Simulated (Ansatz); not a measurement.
Geometry optimisation, Ansatz 0.2.0, DFT PBE, scalar-relativistic, plane waves, PAW.

Input file:

```yaml
crystal:
  lattice:
    - [8.1, 0.0, 0.0]
    - [0.0, 8.1, 0.0]
    - [0.0, 0.0, 8.1]
  atoms:
    - { symbol: Al, position: [0.5, 0.0, 0.0] }
    - { symbol: Al, position: [0.75, 0.25, 0.0] }
    - { symbol: Al, position: [0.75, 0.0, 0.25] }
    - { symbol: Al, position: [0.0, 0.0, 0.0] }
    - { symbol: Al, position: [0.25, 0.25, 0.0] }
    - { symbol: Al, position: [0.5, 0.5, 0.0] }
    - { symbol: Al, position: [0.75, 0.75, 0.0] }
    - { symbol: Al, position: [0.25, 0.0, 0.25] }
    - { symbol: Al, position: [0.5, 0.25, 0.25] }
    - { symbol: Al, position: [0.75, 0.5, 0.25] }
    - { symbol: Al, position: [0.5, 0.0, 0.5] }
    - { symbol: Al, position: [0.75, 0.25, 0.5] }
    - { symbol: Al, position: [0.75, 0.0, 0.75] }
    - { symbol: Al, position: [0.0, 0.5, 0.0] }
    - { symbol: Al, position: [0.25, 0.75, 0.0] }
    - { symbol: Al, position: [0.0, 0.25, 0.25] }
    - { symbol: Al, position: [0.25, 0.5, 0.25] }
    - { symbol: Al, position: [0.5, 0.75, 0.25] }
    - { symbol: Al, position: [0.0, 0.0, 0.5] }
    - { symbol: Al, position: [0.25, 0.25, 0.5] }
    - { symbol: Al, position: [0.5, 0.5, 0.5] }
    - { symbol: Al, position: [0.75, 0.75, 0.5] }
    - { symbol: Al, position: [0.25, 0.0, 0.75] }
    - { symbol: Al, position: [0.5, 0.25, 0.75] }
    - { symbol: Al, position: [0.75, 0.5, 0.75] }
    - { symbol: Al, position: [0.0, 0.75, 0.25] }
    - { symbol: Al, position: [0.0, 0.5, 0.5] }
    - { symbol: Al, position: [0.25, 0.75, 0.5] }
    - { symbol: Al, position: [0.0, 0.25, 0.75] }
    - { symbol: Al, position: [0.25, 0.5, 0.75] }
    - { symbol: Al, position: [0.5, 0.75, 0.75] }
    - { symbol: Al, position: [0.0, 0.75, 0.75] }
    - { symbol: H, position: [0.2529082, 0.7434717, 0.2433179] }
basis:
  ecutwfc: 420.0
kpoints:
  mp_grid: { grid: [2, 2, 2] }
hamiltonian:
  xc: pbe
scf:
  occupations: { method: gaussian, width: 0.05 }
  lower_state_search: "off"
relax:
  f_tol: 0.03
  max_steps: 60
  adjacent_minimum: "off"
```

Run as:

```bash
$ ansatz run input.yaml --threads 2 --pin off --max-ram 5120MiB --backend cpu --events-out ev --progress --plain --runs-dir out
```

Problem. Where does it end, and by what steps?

Solution. The forces met the threshold. Limits of this set-up: coarse k mesh, odd electron count without spin. After 3 steps the energy has fallen by 0.047 eV; Al15 moved furthest, 0.04 Å.

| step | energy less start (eV) | largest force component (eV/Å) | accepted |
| --- | --- | --- | --- |
| 0 | 0.0000 | 0.259 | yes |
| 1 | -0.0374 | 0.101 | yes |
| 2 | -0.0359 | 0.127 | no |
| 3 | -0.0466 | 0.029 | yes |

```xyz
33
Lattice="8.1000 0.0000 0.0000 0.0000 8.1000 0.0000 0.0000 0.0000 8.1000" Properties=species:S:1:pos:R:3
Al 4.036 -0.013 0.014
Al 6.076 2.024 0.014
Al 6.076 -0.015 2.026
Al 0.013 -0.013 0.013
Al 2.025 2.023 0.018
Al 4.037 4.063 0.013
Al 6.076 6.076 0.019
Al 2.025 0.031 2.025
Al 4.033 2.023 2.026
Al 6.076 4.069 2.026
Al 4.037 -0.013 4.037
Al 6.075 2.024 4.039
Al 6.075 -0.011 6.074
Al 0.013 4.064 0.014
Al 2.025 6.075 -0.041
Al 0.016 2.023 2.026
Al 2.025 4.009 2.025
Al 4.087 6.075 2.025
Al 0.012 -0.012 4.038
Al 2.025 2.023 4.035
Al 4.036 4.064 4.037
Al 6.076 6.076 4.035
Al 2.025 -0.015 6.073
Al 4.037 2.024 6.074
Al 6.076 4.064 6.074
Al -0.033 6.075 2.025
Al 0.013 4.063 4.037
Al 2.025 6.075 4.081
Al 0.012 2.024 6.074
Al 2.025 4.068 6.073
Al 4.033 6.076 6.073
Al 0.016 6.076 6.073
H 2.045 6.030 1.979
```

Whether the end is a true minimum wasn't checked by a vibrational analysis.

The run took 30 s on 2 threads of Arm Neoverse V1, with other jobs on the host, peak memory 0.98 GiB.
